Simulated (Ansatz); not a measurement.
# SnH2Me(NHMe) (C₂H₉NSn): the relaxed shape and its frontier levels

What does SnH2Me(NHMe) (C₂H₉NSn) look like as a singlet, and where do its frontier electrons sit?

Computed with Ansatz 0.2.0, Gaussian basis. Level: RKS PBE0-D4/def2-TZVP.

Plan: relaxation at PBE-D4/def2-SVP; a search for the lowest solution at PBE0-D4/def2-SVP; a single point at PBE0-D4/def2-TZVP.

2 further runs of the same task are left out: 2 set aside as unsound or not needed.

## Step 1: The system as given

13 atoms, charge 0, spin multiplicity 1.

Atoms are counted from 1 here; the program's logs count them from 0.

Bond lengths: Sn1–H2 1.674 Å, Sn1–H3 1.705 Å, Sn1–C4 2.153 Å, Sn1–N8 2.025 Å, C4–H5 1.083 Å, C4–H6 1.084 Å, C4–H7 1.084 Å, N8–C9 1.448 Å, N8–H10 1.012 Å, C9–H11 1.094 Å, C9–H12 1.087 Å, C9–H13 1.091 Å. Angles: H2–Sn1–H3 105.0°, H2–Sn1–C4 113.7°, H2–Sn1–N8 103.1°, H3–Sn1–C4 113.4°, H3–Sn1–N8 115.4°, C4–Sn1–N8 106.0°, Sn1–C4–H5 110.5°, Sn1–C4–H6 109.3°, Sn1–C4–H7 110.6°, H5–C4–H6 108.9°, H5–C4–H7 108.6°, H6–C4–H7 108.9°, Sn1–N8–C9 122.1°, Sn1–N8–H10 113.4°, C9–N8–H10 109.1°, N8–C9–H11 113.8°, N8–C9–H12 109.0°, N8–C9–H13 109.0° and more.

As a file:

```
Sn    0.64477    0.64767    0.34922
H     0.75839    0.53603    2.01576
H     2.25573    0.59748   -0.20827
C    -0.44174    2.37814   -0.33062
H    -0.00376    3.28322    0.07116
H    -1.47083    2.30891    0.00215
H    -0.42668    2.43808   -1.41281
N    -0.49255   -0.95488   -0.14036
C    -0.06225   -2.31253    0.11928
H    -0.87958   -0.90224   -1.07346
H     0.72112   -2.66455   -0.55899
H     0.31746   -2.37461    1.13592
H    -0.92007   -2.98073    0.03103
```

Sn takes a core potential in the def2 sets. No spin-orbit coupling is included.

The start is a GFN2-xTB geometry.

## Step 2: Relaxation at PBE-D4/def2-SVP

in.yaml

```yaml
crystal:
  periodic: [false, false, false]
  atoms:
    - {symbol: Sn, position_ang: [0.644770, 0.647670, 0.349220]}
    - {symbol: H, position_ang: [0.758390, 0.536030, 2.015760]}
    - {symbol: H, position_ang: [2.255730, 0.597480, -0.208270]}
    - {symbol: C, position_ang: [-0.441740, 2.378140, -0.330620]}
    - {symbol: H, position_ang: [-0.003760, 3.283220, 0.071160]}
    - {symbol: H, position_ang: [-1.470830, 2.308910, 0.002150]}
    - {symbol: H, position_ang: [-0.426680, 2.438080, -1.412810]}
    - {symbol: N, position_ang: [-0.492550, -0.954880, -0.140360]}
    - {symbol: C, position_ang: [-0.062250, -2.312530, 0.119280]}
    - {symbol: H, position_ang: [-0.879580, -0.902240, -1.073460]}
    - {symbol: H, position_ang: [0.721120, -2.664550, -0.558990]}
    - {symbol: H, position_ang: [0.317460, -2.374610, 1.135920]}
    - {symbol: H, position_ang: [-0.920070, -2.980730, 0.031030]}
basis:
  gaussian: {orbitals: def2-SVP}
hamiltonian: {xc: pbe, dispersion: d4}
scf: {lower_state_search: "off"}
output: {orbitals: {seedname: orbitals}}
relax: {f_tol: 0.02, max_steps: 100}
```

Launch:

```console
> ansatz run in.yaml --threads 2 --pin off --events-out ev --progress --plain --max-ram 4352MiB
```

The runs that follow: Searching for the lowest solution, PBE0-D4/def2-SVP; Single point, PBE0-D4/def2-TZVP.

Before running them: what should the planned runs give, taken together? Wanted: point group; commonest bond, hydrogen aside; HOMO, LUMO at PBE0-D4/def2-TZVP; dipole at PBE-D4/def2-SVP.

**Answer**, as computed:

| quantity | value |
| --- | --- |
| point group | C1 |
| commonest bond, hydrogen aside | N–Sn, 1 of mean length 2.074 Å |
| HOMO, LUMO at PBE0-D4/def2-TZVP | -6.35, 0.15 eV |
| dipole at PBE-D4/def2-SVP | 1.00 D |

**Reading.** The molecule keeps its bonding pattern by the stored test; the atoms moved 0.11 Å (rms). No usable vibrations, so a minimum isn't proven. The point group is read from a loosely relaxed geometry; soft torsions can leave it below the true symmetry.
